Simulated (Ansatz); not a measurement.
# SrSi2Ag2: the cost of one run

Method: DFT PBEsol, scalar-relativistic, plane waves, PAW, in Ansatz 0.2.0.

1 further run of the same task is left out (set aside as unsound or not needed).

## Step 1: The system as given

Symmetry: I4/mmm, No. 139, tetragonal system. Conventional cell: a = 4.334 Å, b = 4.334 Å, c = 10.398 Å, α = 90.00°, β = 90.00°, γ = 90.00°. Sr (site symmetry 4/mmm) is surrounded by 8 Si at 3.28 Å and 8 Ag at 3.38 Å. Si (site symmetry 4mm) is surrounded by 1 Si at 2.34 Å and 4 Ag at 2.60 Å and 4 Sr at 3.28 Å. Around Ag (site symmetry -4m2) lie 4 Si at 2.60 Å.

As a file:

```cif
data_structure
_symmetry_space_group_name_H-M 'P 1'
_symmetry_Int_Tables_number 1
_cell_length_a 6.0349
_cell_length_b 6.0349
_cell_length_c 6.0349
_cell_angle_alpha 137.913
_cell_angle_beta 137.913
_cell_angle_gamma 61.036
_cell_volume 97.65
loop_
_atom_site_label
_atom_site_type_symbol
_atom_site_fract_x
_atom_site_fract_y
_atom_site_fract_z
_atom_site_occupancy
Sr1 Sr 0.00000 0.00000 0.00000 1
Si1 Si 0.38761 0.38761 0.00000 1
Si2 Si 0.61239 0.61239 0.00000 1
Ag1 Ag 0.75000 0.25000 0.50000 1
Ag2 Ag 0.25000 0.75000 0.50000 1
```

This cell was relaxed beforehand with the same method: volume 19.53 Å³/atom, gap on the mesh none (metal).

## Step 2: Static run: bands, density of states and charges

input.yaml

```yaml
crystal:
  lattice:
    - [-2.1669576619, 2.1669576619, 5.1988627604]
    - [2.1669576619, -2.1669576619, 5.1988627604]
    - [2.1669576619, 2.1669576619, -5.1988627604]
  atoms:
    - { symbol: Sr, position: [0.0, 0.0, 0.0] }
    - { symbol: Si, position: [0.387614269, 0.387614269, 0.0] }
    - { symbol: Si, position: [0.612385731, 0.612385731, 0.0] }
    - { symbol: Ag, position: [0.75, 0.25, 0.5] }
    - { symbol: Ag, position: [0.25, 0.75, 0.5] }
basis:
  ecutwfc: 420
kpoints:
  mp_grid: { grid: [12, 12, 12] }
  band_path:
    path:
      - [[0.0, 0.0, 0.0], [0.0, 0.0, 0.5], [0.25, 0.25, 0.25], [0.0, 0.5, 0.0], [0.0, 0.0, 0.0], [0.5, 0.5, -0.5], [0.29343343, 0.70656657, -0.29343343]]
      - [[-0.29343343, 0.29343343, 0.29343343], [0.0, 0.0, 0.0]]
      - [[0.0, 0.0, 0.5], [-0.08686687, 0.08686687, 0.5]]
      - [[0.5, 0.5, -0.08686687], [0.5, 0.5, -0.5]]
    npoints: 14
hamiltonian:
  xc: pbesol
scf:
  occupations: { method: gaussian, width: 0.1 }
  n_extra_bands: 12
output:
  forces: true
  stress: true
  eigenvalues: true
  populations: true
  dos: { projected: true, de: 0.02, nscf_kmesh: { grid: [18, 18, 18] } }
  bader: true
  write_density: true
  write_potential: true
  elf: true
  volumetric_format: npy
```

Launch:

```sh
> ansatz run input.yaml --threads 1 --pin off --max-ram 2560MiB --backend cpu --events-out ev --progress --plain --runs-dir out
```

Q: Estimate wall time and peak memory on 1 thread of Arm Neoverse V2, shared host.

About 2.2 min, with a peak of 1.2 GiB.
